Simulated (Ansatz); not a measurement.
# C₂H₅AlO₂: up Jacob's ladder to CCSD(T)

One table from this session's results is given with a row withheld; the runs are named, their logs left out.

Computed with Ansatz 0.2.0, Gaussian basis. Level: functionals in def2-TZVPP, the program's frozen cores in correlated methods.

Plan: LDA (SPW92), PBE-D4, revPBE-D4, BLYP-D4, r2SCAN-D4, B97M-V, PBE0-D4, B3LYP-D4, r2SCANh-D4, r2SCAN0-D4, HSE06-D4, BHLYP-D4, CAM-B3LYP-D4, LC-ωPBE, ωB97X-V, ωB97M-V, B2PLYP, PBE-QIDH; CCSD(T)/def2-SVP; CCSD(T)/def2-TZVPP; MP2/def2-QZVPP; extrapolation to the limit; RPA on PBE.

**Structure used throughout**

The geometry comes from an earlier relaxation with PBE0-D4 in a triple-zeta def2 set; it is a stationary point, not always the lowest conformer.

10 atoms, charge 0, spin multiplicity 1.

Atoms are counted from 1 here; the program's logs count them from 0.

Bond lengths: C1–O2 1.442 Å, C1–H6 1.089 Å, C1–H7 1.086 Å, C1–H8 1.089 Å, O2–C3 1.296 Å, C3–O4 1.266 Å, C3–Al5 1.941 Å, O4–Al5 1.931 Å, Al5–H9 1.579 Å, Al5–H10 1.579 Å. Angles: O2–C1–H6 110.2°, O2–C1–H7 105.3°, O2–C1–H8 110.2°, H6–C1–H7 110.8°, H6–C1–H8 109.5°, H7–C1–H8 110.8°, C1–O2–C3 117.3°, O2–C3–O4 121.1°, O2–C3–Al5 168.4°, O4–C3–Al5 70.5°, C3–O4–Al5 71.4°, C3–Al5–O4 38.2°, C3–Al5–H9 117.3°, C3–Al5–H10 117.3°, O4–Al5–H9 113.7°, O4–Al5–H10 113.7°, H9–Al5–H10 124.8°.

Geometry (Å):

```xyz
10
charge 0, multiplicity 1
C    -1.0473   -1.6021   -0.0230
O    -1.0420   -0.2917    0.5784
C    -0.0583    0.4963    0.2767
O     0.8585    0.1260   -0.5143
Al    1.2338    1.9291    0.0644
H    -0.1522   -2.1518    0.2660
H    -1.9399   -2.0899    0.3583
H    -1.0865   -1.5170   -1.1085
H     2.3908    2.0250    1.1354
H     0.9261    3.0249   -1.0306
```

The first run:

in.yaml reads:

```yaml
crystal:
  periodic: [false, false, false]
  atoms:
    - {symbol: C, position_ang: [-1.047328, -1.602110, -0.023025]}
    - {symbol: O, position_ang: [-1.042025, -0.291749, 0.578443]}
    - {symbol: C, position_ang: [-0.058286, 0.496277, 0.276697]}
    - {symbol: O, position_ang: [0.858479, 0.126007, -0.514262]}
    - {symbol: Al, position_ang: [1.233842, 1.929131, 0.064438]}
    - {symbol: H, position_ang: [-0.152182, -2.151789, 0.266026]}
    - {symbol: H, position_ang: [-1.939888, -2.089869, 0.358298]}
    - {symbol: H, position_ang: [-1.086459, -1.516974, -1.108488]}
    - {symbol: H, position_ang: [2.390776, 2.024965, 1.135414]}
    - {symbol: H, position_ang: [0.926072, 3.024911, -1.030641]}
basis:
  gaussian: {orbitals: def2-TZVPP}
hamiltonian: {xc: lda}
output: {orbitals: {seedname: orbitals}}
```

Among the steps run: LDA; PBE-D4 (GGA); revPBE-D4 (GGA); BLYP-D4 (GGA); r2SCAN-D4 (meta-GGA); B97M-V (meta-GGA); PBE0-D4 (hybrid); B3LYP-D4 (hybrid); r2SCANh-D4 (hybrid); r2SCAN0-D4 (hybrid); HSE06-D4 (hybrid); BHLYP-D4 (hybrid); CAM-B3LYP-D4 (range-separated); LC-ωPBE (range-separated); ωB97X-V (range-separated); ωB97M-V (range-separated); B2PLYP (double hybrid); PBE-QIDH (double hybrid).

One table of the session follows, with a row left open; its other results are not shown here.

It belongs to the step «Orbital energies across the functionals». 

```
  functional  HOMO (eV)  gap (eV)
 LDA (SPW92)      -6.55      4.46
      PBE-D4      -6.39      4.57
   revPBE-D4      -6.32      4.61
     BLYP-D4      -6.29      4.61
   r2SCAN-D4      -6.67      5.07
      B97M-V      -6.82      5.31
     PBE0-D4          ?         ?
    B3LYP-D4      -7.57      6.64
  r2SCANh-D4      -7.19      6.01
  r2SCAN0-D4      -7.98      7.43
    HSE06-D4      -7.37      6.31
    BHLYP-D4      -9.14      9.60
CAM-B3LYP-D4      -9.23      9.80
     LC-ωPBE     -10.57     12.30
     ωB97X-V     -10.23     11.83
     ωB97M-V     -10.12     11.37
```

**Question.** Estimate the row for PBE0-D4.

The run gave: HOMO (eV): -7.78; gap (eV): 7.11. In the column «HOMO (eV)» it lies between r2SCAN0-D4 (-7.98) and B3LYP-D4 (-7.57).
